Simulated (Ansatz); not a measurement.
# CH5B2N: a ladder of functionals and wavefunction methods

The task here is to estimate one member of a computed series from the others.

Program: Ansatz 0.2.0, Gaussian basis. Level of theory: functionals in def2-TZVPP, the program's frozen cores in correlated methods. These are calculated values, not measurements.

The runs, in order: LDA (SPW92), PBE-D4, revPBE-D4, BLYP-D4, r2SCAN-D4, B97M-V, PBE0-D4, B3LYP-D4, r2SCANh-D4, r2SCAN0-D4, HSE06-D4, BHLYP-D4, CAM-B3LYP-D4, LC-ωPBE, ωB97X-V, ωB97M-V, B2PLYP, PBE-QIDH; CCSD(T)/def2-SVP; CCSD(T)/def2-TZVPP; MP2/def2-QZVPP; extrapolation to the limit; RPA on PBE.

1 further run of the same task is left out (it didn't finish).

**The relaxed structure**

All runs share one geometry, relaxed beforehand with PBE0-D4 in a triple-zeta def2 set.

SMILES `BB1CN1`, 9 atoms, charge 0, spin multiplicity 1.

Atoms are counted from 1 here; the program's logs count them from 0.

Bond lengths: B1–B2 1.632 Å, B1–H5 1.198 Å, B1–H6 1.197 Å, B2–C3 1.590 Å, B2–N4 1.356 Å, C3–N4 1.443 Å, C3–H7 1.088 Å, C3–H8 1.090 Å, N4–H9 1.003 Å. Angles: B2–B1–H5 121.0°, B2–B1–H6 122.0°, H5–B1–H6 116.8°, B1–B2–C3 146.8°, B1–B2–N4 155.1°, C3–B2–N4 58.0°, B2–C3–N4 52.8°, B2–C3–H7 121.4°, B2–C3–H8 118.9°, N4–C3–H7 116.7°, N4–C3–H8 118.4°, H7–C3–H8 114.6°, B2–N4–C3 69.2°, B2–N4–H9 148.3°, C3–N4–H9 134.0°.

Set-up of the first run:

in.yaml

```yaml
crystal:
  periodic: [false, false, false]
  atoms:
    - {symbol: B, position_ang: [-0.727506, 1.327817, -0.994444]}
    - {symbol: B, position_ang: [-0.166410, 0.197357, 0.041015]}
    - {symbol: C, position_ang: [0.575308, -1.198465, 0.211761]}
    - {symbol: N, position_ang: [0.142575, -0.307577, 1.260579]}
    - {symbol: H, position_ang: [0.017997, 2.098196, -1.528961]}
    - {symbol: H, position_ang: [-1.879106, 1.377010, -1.318164]}
    - {symbol: H, position_ang: [0.039412, -2.140951, 0.119158]}
    - {symbol: H, position_ang: [1.640699, -1.259397, -0.010126]}
    - {symbol: H, position_ang: [0.445429, -0.140289, 2.202183]}
basis:
  gaussian: {orbitals: def2-TZVPP}
hamiltonian: {xc: lda}
output: {orbitals: {seedname: orbitals}}
```

Launch:

```
$ ansatz run in.yaml --threads 2 --pin off --events-out ev --progress --plain --max-ram 4352MiB
```

Among the steps run: LDA; PBE-D4 (GGA); revPBE-D4 (GGA); BLYP-D4 (GGA); r2SCAN-D4 (meta-GGA); B97M-V (meta-GGA); PBE0-D4 (hybrid); B3LYP-D4 (hybrid); r2SCANh-D4 (hybrid); r2SCAN0-D4 (hybrid); HSE06-D4 (hybrid); BHLYP-D4 (hybrid); CAM-B3LYP-D4 (range-separated); LC-ωPBE (range-separated); ωB97X-V (range-separated); ωB97M-V (range-separated); B2PLYP (double hybrid); PBE-QIDH (double hybrid).

One of the session's tables, all rows but one given; the rest of the session is left out.

It belongs to the step «Orbital energies across the functionals». 

```
  functional  HOMO (eV)  LUMO (eV)  gap (eV)
 LDA (SPW92)      -6.46      -3.01      3.46
      PBE-D4      -6.32      -2.74      3.58
   revPBE-D4      -6.26      -2.63      3.63
     BLYP-D4      -6.18      -2.58      3.60
   r2SCAN-D4      -6.49      -2.40      4.09
      B97M-V      -6.55      -2.51      4.04
     PBE0-D4      -7.50      -1.80      5.70
    B3LYP-D4      -7.29      -2.01      5.28
  r2SCANh-D4          ?          ?         ?
  r2SCAN0-D4      -7.63      -1.60      6.03
    HSE06-D4      -7.10      -2.18      4.92
    BHLYP-D4      -8.58      -0.81      7.78
CAM-B3LYP-D4      -8.85      -0.73      8.12
     LC-ωPBE     -10.21       0.46     10.67
     ωB97X-V      -9.83       0.36     10.19
     ωB97M-V      -9.73       0.10      9.82
```

Estimate the missing values for r2SCANh-D4.

Worked estimate for «HOMO (eV)». Against the share of exact exchange, r2SCAN-D4 (0, -6.49), r2SCAN0-D4 (0.25, -7.63) give a slope of -4.56 per unit share; at 0.1 the line stands at -6.95.

**Answer.** HOMO (eV): -6.94; LUMO (eV): -2.08; gap (eV): 4.87. In «HOMO (eV)» the line misses by -0.01.
